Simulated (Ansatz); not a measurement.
# C3H9NO2Si: the cost of one run

All numbers below are computed with Ansatz 0.2.0 (RHF/STO-3G).

## (1) The structure to begin with

Bond lengths (14 of 15 bonds, heavy atoms first): C1–C2 1.561 Å, C2–N3 1.403 Å, C2–C4 1.284 Å, C4–O5 1.463 Å, C4–Si6 1.900 Å, Si6–O7 1.634 Å, C1–H8 1.033 Å, C1–H9 1.092 Å, C1–H10 1.130 Å, N3–H11 0.993 Å, N3–H12 1.068 Å, O5–H13 0.937 Å, Si6–H14 1.498 Å, Si6–H15 1.458 Å. Angles (14 of 23 angles, heavy atoms first): C1–C2–N3 115.3°, C1–C2–C4 126.2°, N3–C2–C4 118.4°, C2–C4–O5 118.0°, C2–C4–Si6 130.5°, O5–C4–Si6 111.2°, C4–Si6–O7 111.3°, C2–C1–H8 111.4°, C2–C1–H9 108.8°, C2–C1–H10 110.1°, C2–N3–H11 110.0°, C2–N3–H12 108.3°, C4–O5–H13 105.9°, C4–Si6–H14 110.6°.

Structure file:

```xyz
16

C     1.7981   -0.5126    0.5729
C     0.6331   -0.4054   -0.4607
N     0.9282   -0.8792   -1.7482
C    -0.5335    0.0828   -0.2414
O    -1.5454   -0.0588   -1.2878
Si   -1.2743    0.8543    1.3294
O    -2.8304    1.2947    1.0982
H     2.1540   -1.4797    0.6416
H     2.5886    0.1835    0.2859
H     1.4548   -0.1447    1.5850
H     0.7167   -0.1830   -2.4233
H     1.9753   -1.0854   -1.7977
H    -1.2023   -0.6862   -1.8929
H    -1.2379   -0.1238    2.4640
H    -0.4778    2.0193    1.6969
H    -3.1702    1.1015    0.2224
```

## (2) Relaxing end A

Contents of input.yaml:

```yaml
crystal:
  periodic: [false, false, false]
  atoms:
    - { symbol: C, position_ang: [1.7981, -0.5126, 0.5729] }
    - { symbol: C, position_ang: [0.6331, -0.4054, -0.4607] }
    - { symbol: "N", position_ang: [0.9282, -0.8792, -1.7482] }
    - { symbol: C, position_ang: [-0.5335, 0.0828, -0.2414] }
    - { symbol: O, position_ang: [-1.5454, -0.0588, -1.2878] }
    - { symbol: Si, position_ang: [-1.2743, 0.8543, 1.3294] }
    - { symbol: O, position_ang: [-2.8304, 1.2947, 1.0982] }
    - { symbol: H, position_ang: [2.154, -1.4797, 0.6416] }
    - { symbol: H, position_ang: [2.5886, 0.1835, 0.2859] }
    - { symbol: H, position_ang: [1.4548, -0.1447, 1.585] }
    - { symbol: H, position_ang: [0.7167, -0.183, -2.4233] }
    - { symbol: H, position_ang: [1.9753, -1.0854, -1.7977] }
    - { symbol: H, position_ang: [-1.2023, -0.6862, -1.8929] }
    - { symbol: H, position_ang: [-1.2379, -0.1238, 2.464] }
    - { symbol: H, position_ang: [-0.4778, 2.0193, 1.6969] }
    - { symbol: H, position_ang: [-3.1702, 1.1015, 0.2224] }
basis:
  gaussian: { orbitals: STO-3G }
hamiltonian:
  xc: hf
relax:
  f_tol: 0.02
  max_steps: 50
output:
  orbitals: {}
```

Started as:

```console
$ ansatz run input.yaml --threads 1 --pin off --max-ram 2048MiB --backend cpu --events-out ev --progress --plain --runs-dir out
```

**Question.** How long does this run take on 1 thread of Arm Neoverse N1, shared host, and how much memory does it need?

About 69 s, with a peak of 0.15 GiB.
